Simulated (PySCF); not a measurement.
# A diatomic session: SiI+

One table from this session's results is given with a row withheld; the runs are named, their logs left out.

The runs use PySCF 2.14.0; Si cc-pV(D+d)Z, I cc-pVDZ-PP with ECP28, scalar-relativistic core potentials.

The first run:

The job is set up so:

| Quantity | Value |
| --- | --- |
| atoms | Si, I |
| charge | 1 |
| basis | Si cc-pV(D+d)Z, I cc-pVDZ-PP with ECP28 |
| Hamiltonian | scalar-relativistic core potentials |
| basis functions | 46 |
| electrons treated | 38 |
| masses in u | 27.9769, 126.9045 |
| levels | PBE0, PBE, r²SCAN, PW91, TPSS, BLYP, CAM-B3LYP, HF, MP2, SCS-MP2, CCSD, CCSD(T) |
| grid | 80 radial by 434 angular points |
| occupations | held fixed by the projection of orbital angular momentum |
| dissociation limit | Si+ + I, each in its ground configuration |
| starting distance in angstrom | 2.525 |
| values of 2S to try | 0, 2 |

The run is started by

```bash
OMP_NUM_THREADS=1 python dia.py task.json out
```

Among the steps run: The job; PBE0 along the bond; Excited determinants; PBE (GGA); r²SCAN; PW91; TPSS (meta-GGA); BLYP (GGA); CAM-B3LYP; RHF; Correlated methods on the Hartree–Fock reference.

One table of the session follows, with a row left open; its other results are not shown here.

It belongs to the step «Constants by level of theory». 

```
      level  Re (Å)  ωe (cm⁻¹)  De (eV)
        RHF   2.325        465     2.50
    RHF-MP2   2.331        467     3.88
RHF-SCS-MP2   2.333        464     3.72
   RHF-CCSD   2.335        459     3.63
RHF-CCSD(T)   2.345        448     3.83
        PBE   2.352        433     4.50
       PW91   2.351        433     4.52
       BLYP       ?          ?        ?
       TPSS   2.346        437     4.34
     r²SCAN   2.338        446     4.30
       PBE0   2.327        456     4.19
  CAM-B3LYP   2.322        461     3.88
```

Estimate the missing values for BLYP.

As computed: Re (Å): 2.374; ωe (cm⁻¹): 415; De (eV): 4.23. In the column «Re (Å)» it is the highest.

De is counted to Si+ + I in their ground configurations.
